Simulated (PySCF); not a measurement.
**[TlH2]+: other functionals and bases at one geometry**

An exercise on one series of results from a longer session: the logs are not shown, and one member is left open.

Program: PySCF 2.14.0. Level of theory: several levels, as the steps say, no spin–orbit coupling. These are calculated values, not measurements.

3 further runs of the same task are left out: 2 for a known fault of the program, 1 that didn't finish.

## Where the work starts

3 atoms, charge 1, spin multiplicity 1.

Bond lengths: Tl1–H2 1.687 Å, Tl1–H3 1.687 Å. Angles: H2–Tl1–H3 180.0°.

Coordinates:

```xyz
3
charge 1, multiplicity 1
Tl    0.0000    0.0000    0.0000
H     0.0000    0.0000    1.6870
H     0.0000    0.0000   -1.6870
```

Formal oxidation states: Tl +3. An earlier session relaxed this geometry at PBE, Tl def2-SVP with ECP60, H def2-SVP (singlet, point group D∞h).

At PBE on the finer grid: E = -173.422133 Eh, HOMO -14.66 eV, LUMO -8.53 eV, Mulliken charge on Tl1 +0.79 e, largest force component 0.008 eV/Å. 

Levels to run: CAM-B3LYP; BP86; revPBE; M06-L; PBE, TZVP; PBE, x2c-SVP. Hardware: 2 threads of Arm Neoverse V2, shared host.

Set-up of the first run:

run.py (the lines that set the calculation)

```python
mol = gto.M(atom='''
Tl     0.00000     0.00000     0.00000
H      0.00000     0.00000     1.68703
H      0.00000     0.00000    -1.68703''',
    basis={'Tl': 'def2-SVP', 'H': 'def2-SVP'},
    ecp={'Tl': 'def2-SVP'},
    charge=1, spin=0)
mf = dft.RKS(mol, xc='CAMB3LYP')
mf.grids.atom_grid = (75, 302)
mf = mf.density_fit()  # fitting sets: Tl def2-universal-JKFIT, H def2-universal-JKFIT
mf.conv_tol = 1e-08; mf.max_cycle = 55
mf.kernel(dm0)  # dm0: the density of the relaxed state
```

Started as:

```console
OMP_NUM_THREADS=2 python run.py
```

Steps of the session up to this table: CAM-B3LYP; BP86; revPBE; M06-L; PBE, TZVP; PBE, x2c-SVP.

One of the session's tables, all rows but one given; the rest of the session is left out.

```
             level  HOMO (eV)  gap (eV)  charge on Tl1 (e)  largest force component (eV/Å)
PBE (relaxed here)     -14.66      6.14               0.79                            0.01
         CAM-B3LYP     -17.10     10.21               0.80                            0.30
              BP86     -14.78      6.18               0.80                            0.01
            revPBE     -14.64      6.21               0.80                            0.04
             M06-L          ?         ?                  ?                               ?
         PBE, TZVP     -14.68      6.13               0.74                            0.15
      PBE, x2c-SVP     -14.68      6.19               0.89                            0.11
```

Q: Estimate the row for M06-L from the others.

The run gave: HOMO (eV): -14.73; gap (eV): 6.90; charge on Tl1 (e): 0.92; largest force component (eV/Å): 0.06. In the column «HOMO (eV)» it lies between BP86 (-14.78) and PBE, TZVP (-14.68).

In one basis the HOMO–LUMO gap runs from 6.14 eV (PBE) to 10.21 eV (CAM-B3LYP). The largest leftover force, 0.30 eV/Å with CAM-B3LYP, stands at a geometry relaxed at another level. Total energies of different levels can't be compared.
